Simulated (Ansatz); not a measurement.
# Cu: the cost of one run

Program: Ansatz 0.2.0. Level of theory: DFT r2SCAN, scalar-relativistic, plane waves, PAW. These are calculated values, not measurements.

### 1 The starting structure

It takes space group I4/mmm (No. 139, tetragonal). Conventional cell: a = 2.886 Å, b = 2.886 Å, c = 2.752 Å, α = 90.00°, β = 90.00°, γ = 90.00°. Around Cu (site symmetry 4/mmm) lie 10 Cu at 2.46 to 2.75 Å.

Structure file:

```cif
data_structure
_symmetry_space_group_name_H-M 'I4/mmm'
_symmetry_Int_Tables_number 139
_cell_length_a 2.8856
_cell_length_b 2.8856
_cell_length_c 2.7522
_cell_angle_alpha 90.000
_cell_angle_beta 90.000
_cell_angle_gamma 90.000
_cell_volume 22.92
loop_
_atom_site_label
_atom_site_type_symbol
_atom_site_symmetry_multiplicity
_atom_site_Wyckoff_symbol
_atom_site_fract_x
_atom_site_fract_y
_atom_site_fract_z
_atom_site_occupancy
Cu1 Cu 2 a 0.00000 0.00000 0.00000 1
```

It goes back to an entry of the Materials Project, which need not be the stable form.

The cell is taken as given, not relaxed at this level.

### 2 The reference cell

Reference values: F = -6631.2032 eV; pressure 0.29 GPa; largest force 0.000 eV/Å; gap on the mesh none (metal). It was computed beforehand with the settings of the runs below.

### 3 Next: a two-dimensional strain map

The cell is strained by p along both x and y and by q along z, with fractional coordinates fixed.

### 4 p = -0.030, q = -0.030

input.yaml reads:

```yaml
crystal:
  lattice:
    - [-1.3995095204, 1.3995095204, 1.3347990065]
    - [1.3995095204, -1.3995095204, 1.3347990065]
    - [1.3995095204, 1.3995095204, -1.3347990065]
  atoms:
    - { symbol: Cu, position: [0.0, 0.0, 0.0] }
basis:
  ecutwfc: 500
kpoints:
  mp_grid: { grid: [24, 24, 24] }
hamiltonian:
  xc: r2scan
scf:
  occupations: { method: gaussian, width: 0.15 }
output:
  forces: true
  stress: true
  eigenvalues: true
```

The run is started by

```console
$ ansatz run input.yaml --threads 1 --pin off --max-ram 2560MiB --backend cpu --events-out ev --progress --plain --runs-dir out
```

**Question.** How long does this run take on 1 thread of Intel Xeon Platinum 8259CL at 2.50GHz (Skylake/Cascade Lake), shared host, and how much memory does it need?

About 25 s, with a peak of 0.55 GiB.
